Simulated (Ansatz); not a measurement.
# InSb: the cost of one run

All numbers below are computed with Ansatz 0.2.0 (DFT PBE, plane waves, PAW, scalar-relativistic, no spin polarisation).

### 1 The system as given

The cell holds 16 atoms (In8Sb8): a = 9.162 Å, b = 9.162 Å, c = 15.675 Å, α = 90.00°, β = 90.00°, γ = 60.00°.

As a file:

```xyz
16
Lattice="9.1616 0.0000 0.0000 4.5808 7.9341 0.0000 0.0000 0.0000 15.6752" Properties=species:S:1:pos:R:3 pbc="T T T"
In    0.0000    0.0000    1.0000
Sb    2.2904    1.3224    1.9350
In   11.4519    3.9671    1.0000
Sb    4.5808    5.2894    1.9350
In    4.5808    0.0000    1.0000
Sb    6.8712    1.3224    1.9350
In    6.8712    3.9671    1.0000
Sb    9.1616    5.2894    1.9350
In    9.1616    5.2894    4.7402
Sb   11.4519    6.6118    5.6752
In    6.8712    1.3224    4.7402
Sb    9.1616    2.6447    5.6752
In    4.5808    5.2894    4.7402
Sb    6.8712    6.6118    5.6752
In    2.2904    1.3224    4.7402
Sb    4.5808    2.6447    5.6752
```

### 2 Relaxing the start

Contents of input.yaml:

```yaml
accuracy: low
crystal:
  lattice:
    - [9.161558, 0.0, 0.0]
    - [4.580779, 7.934142, 0.0]
    - [0.0, 0.0, 15.675238]
  atoms:
    - { symbol: In, position: [0.0, 0.0, 0.0637949] }
    - { symbol: Sb, position: [0.1666667, 0.1666667, 0.1234461] }
    - { symbol: In, position: [1.0, 0.5, 0.0637949] }
    - { symbol: Sb, position: [0.1666667, 0.6666667, 0.1234461] }
    - { symbol: In, position: [0.5, 0.0, 0.0637949] }
    - { symbol: Sb, position: [0.6666667, 0.1666667, 0.1234461] }
    - { symbol: In, position: [0.5, 0.5, 0.0637949] }
    - { symbol: Sb, position: [0.6666667, 0.6666667, 0.1234461] }
    - { symbol: In, position: [0.6666667, 0.6666667, 0.3023999] }
    - { symbol: Sb, position: [0.8333333, 0.8333333, 0.3620512] }
    - { symbol: In, position: [0.6666667, 0.1666667, 0.3023999] }
    - { symbol: Sb, position: [0.8333333, 0.3333333, 0.3620512] }
    - { symbol: In, position: [0.1666667, 0.6666667, 0.3023999] }
    - { symbol: Sb, position: [0.3333333, 0.8333333, 0.3620512] }
    - { symbol: In, position: [0.1666667, 0.1666667, 0.3023999] }
    - { symbol: Sb, position: [0.3333333, 0.3333333, 0.3620512] }
basis:
  ecutwfc: 420.0
kpoints:
  mp_grid: { grid: [2, 2, 1] }
hamiltonian:
  xc: pbe
  pseudopotentials: { kind: paw, azcp: { folder: soft_1 } }
scf:
  occupations: { method: fermi_dirac, width: 0.15 }
  lower_state_search: "off"
relax:
  f_tol: 0.08
  max_steps: 25
  adjacent_minimum: "off"
  constraints: [{ sites: [0, 2, 4, 6] }]
```

Started as:

```bash
$ ansatz run input.yaml --threads 4 --pin off --max-ram 10240MiB --backend cpu --events-out ev --progress --plain --runs-dir out
```

Q: Estimate wall time and peak memory on 4 threads of Arm Neoverse V2, shared host.

About 13 s, with a peak of 1.7 GiB.
